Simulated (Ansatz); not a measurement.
This script makes an atomisation energy of BFH4SSi, SMILES FB[SiH2]S with the Ansatz DFT code, driven from Python.

`bfh4ssi_tae.py`:
```python
from collections import Counter

import ansatz as az
from ase import Atoms


def energy_of(molecule, charge=0, unpaired=0):
    calc = molecule.calculation().basis(gaussian="cc-pVTZ").functional("hf")
    if charge:
        calc = calc.charge(charge)
    if unpaired:
        calc = calc.spin("collinear", total=unpaired)
    return calc.run(threads=1, backend="cpu").report["free_energy_ev"]


def main() -> None:
    atoms = Atoms(["F", "B", "Si", "S", "H", "H", "H", "H"], positions=[
        [-1.4694, -1.5597, 0.5469],
        [-0.7749, -0.3851, 1.0296],
        [0.2224, 0.7151, -0.2113],
        [1.8045, -0.4893, -1.1798],
        [-0.7785, -0.1335, 2.1657],
        [-0.6456, 1.3124, -1.2042],
        [0.9491, 1.7927, 0.5528],
        [0.7846, -1.3097, -1.7555],
    ])
    mol = az.Crystal.molecule_from_ase(atoms)

    unpaired = {"F": 1, "B": 1, "Si": 2, "S": 2, "H": 1}
    counts = Counter(site.symbol for site in mol.cartesian_sites)
    atom_energy = {s: energy_of(az.Crystal.molecule().atom(s, (0, 0, 0)), 0, unpaired[s]) for s in counts}
    whole = energy_of(mol, 0, 0)
    for s, e in atom_energy.items():
        print(f"{s:2s} x{counts[s]}  {e:14.5f} eV")
    print(f"BFH4SSi: {whole:.5f} eV")
    split = sum(counts[s] * e for s, e in atom_energy.items()) - whole
    print(f"atomisation energy (no zero-point term): {96.485332 * split:.1f} kJ/mol, {split / sum(counts.values()):.3f} eV an atom")


if __name__ == "__main__":
    main()
```

What does it cost to take this molecule apart into atoms?

1922.3 kJ/mol from the electronic energies, without the zero-point term.

What the script printed:

Running `python bfh4ssi_tae.py` prints:
```text
F  x1     -2704.96206 eV
B  x1      -667.55157 eV
Si x1     -7860.18382 eV
S  x1    -10816.77825 eV
H  x4       -13.60052 eV
BFH4SSi: -22123.80093 eV
atomisation energy (no zero-point term): 1922.3 kJ/mol, 2.490 eV an atom
```

What to keep in mind:
- Total energies depend on the basis set; only differences at equal settings carry meaning.
- The geometry is a force-field or estimated start, not a minimum of this method, and the basis set is short of its limit. All parts are taken at fixed geometry, without zero-point energy.
- Hartree-Fock leaves correlation out, so bond, atomisation and ionisation energies come out well too low.
- For Al to Cl the sets with a tight d function, cc-pV(X+d)Z, are usual.
- Finished in 3.2 s on 1 thread of Arm Neoverse V1 (shared host), peak memory 0.37 GiB.

(Lines on the test bed's own set-up are left out of the output.)
